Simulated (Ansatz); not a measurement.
# CoO: the cost of one run

Program: Ansatz 0.2.0. Level of theory: DFT PBE+U, scalar-relativistic, plane waves, PAW. These are calculated values, not measurements.

5 further runs of the same task are left out: 1 that didn't finish, 4 set aside as unsound or not needed.

## 1. Starting point

It takes space group R-3m (No. 166, trigonal). The conventional cell has a = 3.073 Å, b = 3.073 Å, c = 7.421 Å, α = 90.00°, β = 90.00°, γ = 120.00°. Co (site symmetry -3m) is surrounded by 6 O at 2.16 Å. O (site symmetry -3m) has 6 Co at 2.16 Å as nearest neighbours.

As a file:

```
CELL_PARAMETERS angstrom
1.53675 0.88724 2.47351
-1.53675 0.88724 2.47351
0.00000 -1.77448 2.47351
ATOMIC_POSITIONS crystal
Co 0.00000 0.00000 0.00000
O 0.50000 0.50000 0.50000
```

It goes back to an entry of the Materials Project, which need not be the stable form.

This cell was relaxed beforehand with the same method: volume 10.12 Å³/atom, gap on the mesh 1.17 eV, site moments up to 2.6 μB.

## 2. The cell scaled to 0.97 of its volume

Input file input.yaml:

```yaml
crystal:
  lattice:
    - [1.5212234427, 0.8782787642, 2.4485187679]
    - [-1.5212234427, 0.8782787642, 2.4485187679]
    - [0.0, -1.7565575283, 2.4485187679]
  atoms:
    - { symbol: Co, position: [0.0, 0.0, 0.0], spin: 2.88 }
    - { symbol: O, position: [0.5, 0.5, 0.5], spin: 0.24 }
basis:
  ecutwfc: 420
kpoints:
  mp_grid: { grid: [12, 12, 12] }
hamiltonian:
  xc: pbe
  hubbard: { sites: [{ species: Co, l: d, u_eff: 3.32 }] }
scf:
  occupations: { method: gaussian, width: 0.02 }
output:
  forces: true
  stress: true
  eigenvalues: true
  populations: true
magnetization:
  spin_polarized: true
relax:
  adjacent_minimum: "off"
  f_tol: 0.01
  max_steps: 30
  cell: { stress_tol: 0.1, fix: [volume] }
```

On the command line:

```bash
> ansatz run input.yaml --threads 1 --pin off --max-ram 2560MiB --backend cpu --events-out ev --progress --plain --runs-dir out
```

Q: Estimate wall time and peak memory on 1 thread of Intel Xeon at 2.70GHz, shared host.

About 75 s, with a peak of 0.51 GiB.
